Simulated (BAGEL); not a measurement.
**BAsPH5 (SMILES PB[AsH2]) at RI-MP2/6-31G(d) (density fitting with qzvpp-jkfit, spherical functions)**

Aim: the energy change on altering one bond length of BAsPH5 at RI-MP2/6-31G* (density fitting with qzvpp-jkfit, spherical functions), from 2 runs. 

The calculation is run with BAGEL 1.2.2.

4 further runs of the same task are left out: 4 that didn't finish. Runs told in other sessions of the task aren't counted.

## (1) The system as given

The species is BAsPH5 (8 atoms), meant as a singlet with charge 0. SMILES: `PB[AsH2]`. The shape comes from GFN2-xTB, which is rough for such elements, and wasn't checked as a minimum. This is one conformer, not always the lowest.

Bond lengths: P1–B2 1.855 Å, B2–As3 2.013 Å, P1–H4 1.383 Å, P1–H5 1.382 Å, B2–H6 1.175 Å, As3–H7 1.507 Å, As3–H8 1.504 Å. Angles: P1–B2–As3 122.5°, P1–B2–H6 117.7°, As3–B2–H6 118.9°, B2–P1–H4 101.1°, B2–P1–H5 102.0°, B2–As3–H7 96.4°, B2–As3–H8 91.7°, H4–P1–H5 95.8°, H7–As3–H8 89.6°.

## (2) The energy at RI-MP2/6-31G(d) (density fitting with qzvpp-jkfit, spherical functions)

input.json

```json
{ "bagel" : [

{
  "title" : "molecule",
  "basis" : "6-31gs.json",
  "df_basis" : "qzvpp-jkfit",
  "angstrom" : true,
  "geometry" : [
    { "atom" : "P", "xyz" : [      -0.412700,       1.248690,      -0.964720 ] },
    { "atom" : "B", "xyz" : [       0.064150,       0.465850,       0.648020 ] },
    { "atom" : "As", "xyz" : [       1.402900,      -1.032300,       0.769900 ] },
    { "atom" : "H", "xyz" : [      -0.736340,       0.134460,      -1.716890 ] },
    { "atom" : "H", "xyz" : [      -1.716280,       1.637370,      -0.721920 ] },
    { "atom" : "H", "xyz" : [      -0.291990,       0.990800,       1.636880 ] },
    { "atom" : "H", "xyz" : [       1.371940,      -1.405700,      -0.690180 ] },
    { "atom" : "H", "xyz" : [       0.318310,      -2.039160,       1.038910 ] }
  ]
},

{
  "title" : "hf"
},

{
  "title" : "mp2",
  "ncore" : 15
}

]}
```

The basis set 6-31G* is read from a file made from the Basis Set Exchange's data (not shown).

On the command line:

```sh
$ BAGEL_NUM_THREADS=1 BAGEL input.json > input.out
```

Log:

```text
* using 1 threads per process

  ===============================================================
  ===============================================================

  *** Geometry ***

  { "atom" : "P", "xyz" : [     -0.779890,      2.359682,     -1.823057 ] },
  { "atom" : "B", "xyz" : [      0.121226,      0.880329,      1.224580 ] },
  { "atom" : "As", "xyz" : [      2.651097,     -1.950764,      1.454900 ] },
  { "atom" : "H", "xyz" : [     -1.391481,      0.254093,     -3.244452 ] },
  { "atom" : "H", "xyz" : [     -3.243299,      3.094181,     -1.364231 ] },
  { "atom" : "H", "xyz" : [     -0.551781,      1.872341,      3.093255 ] },
  { "atom" : "H", "xyz" : [      2.592591,     -2.656388,     -1.304251 ] },
  { "atom" : "H", "xyz" : [      0.601519,     -3.853454,      1.963255 ] },

  Number of auxiliary basis functions:      559

  Since a DF basis is specified, we compute 2- and 3-index integrals:
    o Being stored without compression. Storage requirement is 0.024 GB

  Number of basis functions:       74
  Number of electrons      :       58

    * METHOD: MOLECULE                             0.25

  *** RHF ***

  === Nuclear Repulsion ===
   207.6106019909

      * DIIS with orbital gradients will be used.

  === RHF iteration (6-31gs.json) ===
      0      -2602.12191203          0.00944967           0.07
      1      -2602.17711907          0.00334423           0.06
      2      -2602.18356256          0.00145593           0.06
      3      -2602.18481260          0.00027462           0.06
      4      -2602.18489714          0.00010215           0.06
      5      -2602.18491151          0.00003236           0.06
      6      -2602.18491293          0.00001036           0.06
      7      -2602.18491305          0.00000362           0.06
      8      -2602.18491306          0.00000120           0.06
      9      -2602.18491307          0.00000046           0.06
     10      -2602.18491307          0.00000015           0.06
     11      -2602.18491307          0.00000006           0.06
     12      -2602.18491307          0.00000002           0.06
     13      -2602.18491307          0.00000001           0.06
    * SCF iteration converged.

    * Permanent dipole moment:
           (    0.534618,     0.108422,    -0.007336) a.u.

    * METHOD: HF                                   1.02

  *** RHF ***

  === Nuclear Repulsion ===
   207.6106019909

      * DIIS with orbital gradients will be used.

  === RHF iteration (6-31gs.json) ===
      0      -2602.18491307          0.00000000           0.06
    * SCF iteration converged.

    * Permanent dipole moment:
           (    0.534618,     0.108423,    -0.007336) a.u.

  === DF-MP2 calculation ===

    * freezing 15 orbitals
    * 3-index integral transformation done
    * assembly done

      MP2 correlation energy:   -0.4299295652      0.02

      MP2 total energy:       -2602.6148426312

    * METHOD: MP2                                  0.16

  ===============================================================
```

Run time: 1.6 s. Hardware: 1 thread of Intel Xeon 6975P-C (Granite Rapids), shared host; peak memory 0.13 GiB.

## (3) The distorted shape at the same level

input.json

```json
{ "bagel" : [

{
  "title" : "molecule",
  "basis" : "6-31gs.json",
  "df_basis" : "qzvpp-jkfit",
  "angstrom" : true,
  "geometry" : [
    { "atom" : "P", "xyz" : [   -0.024323,    2.585798,   -0.062095 ] },
    { "atom" : "B", "xyz" : [    0.452527,    1.802958,    1.550645 ] },
    { "atom" : "As", "xyz" : [    1.791277,    0.304808,    1.672525 ] },
    { "atom" : "H", "xyz" : [   -0.736340,    0.134460,   -1.716890 ] },
    { "atom" : "H", "xyz" : [   -1.327903,    2.974478,    0.180705 ] },
    { "atom" : "H", "xyz" : [    0.096387,    2.327908,    2.539505 ] },
    { "atom" : "H", "xyz" : [    1.760317,   -0.068592,    0.212445 ] },
    { "atom" : "H", "xyz" : [    0.706687,   -0.702052,    1.941535 ] }
  ]
},
{
  "title" : "hf"
},
{
  "title" : "mp2",
  "ncore" : 15
}

]}
```

The basis set 6-31G* is read from a file made from the Basis Set Exchange's data (not shown).

On the command line:

```sh
$ BAGEL_NUM_THREADS=1 BAGEL input.json > input.out
```

Log:

```text
* using 1 threads per process

  ===============================================================
  ===============================================================

  *** Geometry ***

  { "atom" : "P", "xyz" : [     -0.045964,      4.886450,     -0.117343 ] },
  { "atom" : "B", "xyz" : [      0.855152,      3.407097,      2.930294 ] },
  { "atom" : "As", "xyz" : [      3.385023,      0.576004,      3.160614 ] },
  { "atom" : "H", "xyz" : [     -1.391481,      0.254093,     -3.244452 ] },
  { "atom" : "H", "xyz" : [     -2.509373,      5.620949,      0.341483 ] },
  { "atom" : "H", "xyz" : [      0.182145,      4.399109,      4.798969 ] },
  { "atom" : "H", "xyz" : [      3.326517,     -0.129620,      0.401463 ] },
  { "atom" : "H", "xyz" : [      1.335445,     -1.326686,      3.668969 ] },

  Number of auxiliary basis functions:      559

  Since a DF basis is specified, we compute 2- and 3-index integrals:
    o Being stored without compression. Storage requirement is 0.024 GB

  Number of basis functions:       74
  Number of electrons      :       58

    * METHOD: MOLECULE                             0.25

  *** RHF ***

  === Nuclear Repulsion ===
   203.0439765933

      * DIIS with orbital gradients will be used.

  === RHF iteration (6-31gs.json) ===
      0      -2601.87833856          0.01095015           0.06
      1      -2601.95223659          0.00716406           0.06
      2      -2601.98651082          0.00175705           0.06
      3      -2601.99023403          0.00047084           0.06
      4      -2601.99045992          0.00020629           0.06
      5      -2601.99051140          0.00006510           0.06
      6      -2601.99051845          0.00002082           0.06
      7      -2601.99051905          0.00000743           0.06
      8      -2601.99051914          0.00000241           0.06
      9      -2601.99051915          0.00000111           0.06
     10      -2601.99051915          0.00000060           0.06
     11      -2601.99051915          0.00000027           0.06
     12      -2601.99051915          0.00000012           0.06
     13      -2601.99051915          0.00000006           0.06
     14      -2601.99051915          0.00000002           0.06
     15      -2601.99051915          0.00000001           0.06
     16      -2601.99051915          0.00000000           0.06
    * SCF iteration converged.

    * Permanent dipole moment:
           (    0.300042,    -0.419769,    -0.613483) a.u.

    * METHOD: HF                                   1.16

  *** RHF ***

  === Nuclear Repulsion ===
   203.0439765933

      * DIIS with orbital gradients will be used.

  === RHF iteration (6-31gs.json) ===
      0      -2601.99051915          0.00000000           0.06
    * SCF iteration converged.

    * Permanent dipole moment:
           (    0.300042,    -0.419768,    -0.613483) a.u.

  === DF-MP2 calculation ===

    * freezing 15 orbitals
    * 3-index integral transformation done
    * assembly done

      MP2 correlation energy:   -0.4651851903      0.02

      MP2 total energy:       -2602.4557043382

    * METHOD: MP2                                  0.15

  ===============================================================
```

It took 1.8 s on 1 thread of Intel Xeon 6975P-C (Granite Rapids), shared host; peak memory 0.13 GiB.

## (4) Results

Level: RI-MP2/6-31G* (density fitting with qzvpp-jkfit, spherical functions), 15 core orbitals frozen.

| quantity | value |
| --- | --- |
| first shape: total energy | -2602.61484 Eh |
| first shape: correlation energy (15 core orbitals frozen) | -429.9 mEh |
| distorted shape: total energy | -2602.45570 Eh |
| distorted shape: correlation energy (15 core orbitals frozen) | -465.2 mEh |
| energy change with the P1–H4 bond stretched from 1.383 to 3.042 Å | 4.330 eV |

**Reading.** One bond (distorted shape) is far stretched, which a spin-restricted single reference describes badly; perturbation theory on it can break down and give far too much correlation. With the P1–H4 bond stretched from 1.383 to 3.042 Å the energy rises by 4.33 eV (418 kJ/mol). The first shape isn't relaxed at this level, so the change isn't measured from a minimum. A restricted reference can't describe the breaking bond well at this length.
